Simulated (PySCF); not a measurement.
**CH5Ge (SMILES [CH2][GeH3]) at UHF/x2c-SVPall (sfX2C)**

What is the vertical doublet–quartet gap of CH5Ge at UHF/x2c-SVPall (sfX2C)? The job is set up through a Python script.

The results are computed with PySCF 2.14.0.

## (1) Starting point

CH5Ge: 7 atoms, total charge 0, spin state doublet. As SMILES, `[CH2][GeH3]`. The coordinates come from a PBE0-D4/def2-TZVP relaxation.

Bond lengths: C1–Ge2 1.919 Å, C1–H3 1.084 Å, C1–H4 1.084 Å, Ge2–H5 1.538 Å, Ge2–H6 1.543 Å, Ge2–H7 1.537 Å. Angles: C1–Ge2–H5 110.1°, C1–Ge2–H6 110.8°, C1–Ge2–H7 110.0°, Ge2–C1–H3 122.0°, Ge2–C1–H4 122.0°, H5–Ge2–H6 108.0°, H5–Ge2–H7 109.6°, H6–Ge2–H7 108.2°, H3–C1–H4 116.0°.

## (2) A single-point energy at UHF/x2c-SVPall (sfX2C)

Input file input.py:

```python
from pyscf import gto

mol = gto.M(
    atom='''
C       -0.235900      -1.139500       0.109200
Ge       0.174700       0.724600      -0.092900
H       -1.173800      -1.561300      -0.234100
H        0.439600      -1.826300       0.606600
H       -0.432200       1.260700      -1.400600
H       -0.409600       1.545200       1.075500
H        1.698500       0.928700      -0.109300
''',
    charge=0,
    verbose=3,
    spin=1,
    basis='x2c-svpall',
    max_memory=1860,
)

mf = mol.UHF()
mf = mf.sfx2c1e()
mf.conv_tol = 1e-10
mf.kernel()
if not mf.converged:
    mf = mf.newton().run(mf.mo_coeff, mf.mo_occ)

energy = mf.e_tot
print('E(%s) = %.9f' % ('HF', energy))
```

Command:

```
$ OMP_NUM_THREADS=1 python input.py
```

The log of the run:

```text
converged SCF energy = -2137.44250707911  <S^2> = 0.76244461  2S+1 = 2.0124061
E(HF) = -2137.442507079
```

Run time: 1.9 s. Hardware: 1 thread of Arm Neoverse V1, shared host; peak memory 0.16 GiB.

## (3) The quartet

Input file input.xyz:

```xyz
7
CH5Ge
C     -0.235900    -1.139500     0.109200
Ge     0.174700     0.724600    -0.092900
H     -1.173800    -1.561300    -0.234100
H      0.439600    -1.826300     0.606600
H     -0.432200     1.260700    -1.400600
H     -0.409600     1.545200     1.075500
H      1.698500     0.928700    -0.109300
```

Input file input.py:

```python
from pyscf import gto, scf

molecule = gto.M(
    atom='input.xyz',
    verbose=4,
    spin=3,
    basis='x2c-svpall',
    max_memory=1860,
)

mf = scf.UHF(molecule)
mf = mf.sfx2c1e()
mf.conv_tol = 1e-10
mf.kernel()
if not mf.converged:
    mf = mf.newton().run(mf.mo_coeff, mf.mo_occ)

energy = mf.e_tot
print('Final energy', energy)
```

Command:

```
$ OMP_NUM_THREADS=1 python input.py
```

The log of the run:

```text
PySCF version 2.14.0

[INPUT] num. atoms = 7
[INPUT] num. electrons = 43
[INPUT] charge = 0
[INPUT] spin (= nelec alpha-beta = 2S) = 3
[INPUT] symmetry False subgroup None
[INPUT] Mole.unit = angstrom
[INPUT] Symbol           X                Y                Z      unit          X                Y                Z       unit  Magmom
[INPUT]  1 C     -0.235900000000  -1.139500000000   0.109200000000 AA   -0.445786392785  -2.153342918942   0.206358092803 Bohr   0.0
[INPUT]  2 Ge     0.174700000000   0.724600000000  -0.092900000000 AA    0.330135153962   1.369295549860  -0.175555556972 Bohr   0.0
[INPUT]  3 H     -1.173800000000  -1.561300000000  -0.234100000000 AA   -2.218160525014  -2.950429398283  -0.442384885761 Bohr   0.0
[INPUT]  4 H      0.439600000000  -1.826300000000   0.606600000000 AA    0.830723604359  -3.451206821293   1.146307867161 Bohr   0.0
[INPUT]  5 H     -0.432200000000   1.260700000000  -1.400600000000 AA   -0.816739631037   2.382377725239  -2.646750410066 Bohr   0.0
[INPUT]  6 H     -0.409600000000   1.545200000000   1.075500000000 AA   -0.774031820622   2.920004807678   2.032400446970 Bohr   0.0
[INPUT]  7 H      1.698500000000   0.928700000000  -0.109300000000 AA    3.209699822574   1.754988651884  -0.206547065415 Bohr   0.0

[... 37 lines left out ...]
[... the frontier-level lines of each cycle are left out ...]
[... 11 lines left out ...]
[... 11 lines left out ...]
[... 11 lines left out ...]
[... 11 lines left out ...]
[... 11 lines left out ...]
[... 11 lines left out ...]
[... 11 lines left out ...]
[... 5 lines left out ...]

cycle= 17 E= -2137.12564067544  delta_E= -1.51e-09  |g|= 5.85e-06  |ddm|= 0.000774


cycle= 18 E= -2137.12564067575  delta_E= -3.07e-10  |g|= 4.36e-06  |ddm|= 0.000266


cycle= 19 E= -2137.12564067597  delta_E= -2.25e-10  |g|= 3.2e-06  |ddm|= 0.000237


cycle= 20 E= -2137.12564067615  delta_E= -1.76e-10  |g|= 1.8e-06  |ddm|= 0.00029


cycle= 21 E= -2137.12564067621  delta_E= -5.96e-11  |g|= 7.43e-07  |ddm|= 0.000215


Extra cycle  E= -2137.12564067621  delta_E= -6.82e-12  |g|= 5.67e-07  |ddm|= 8.87e-06
converged SCF energy = -2137.12564067621  <S^2> = 3.7628726  2S+1 = 4.0064311
Final energy -2137.125640676215
```

Wall time 2.1 s (1 thread of Arm Neoverse V1, shared host); peak memory 0.14 GiB.

## (4) What came out

At UHF/x2c-SVPall (sfX2C):

| quantity | value |
| --- | --- |
| doublet: total energy | -2137.44251 Eh |
| doublet: dipole moment | 0.58 D |
| doublet: HOMO energy (highest over α and β) | -10.38 eV |
| doublet: LUMO energy (lowest over α and β) | 2.65 eV |
| doublet: ⟨S²⟩ | 0.762 |
| quartet: total energy | -2137.12564 Eh |
| quartet: dipole moment | 3.01 D |
| quartet: HOMO energy (highest over α and β) | -2.76 eV |
| quartet: ⟨S²⟩ | 3.763 |
| vertical energy of the quartet above the doublet | 8.622 eV |

In words: At this shape the quartet lies 8.62 eV (832 kJ/mol) above the doublet. Mulliken charges (quartet) run from -0.26 on Ge2 to +0.22 on C1.
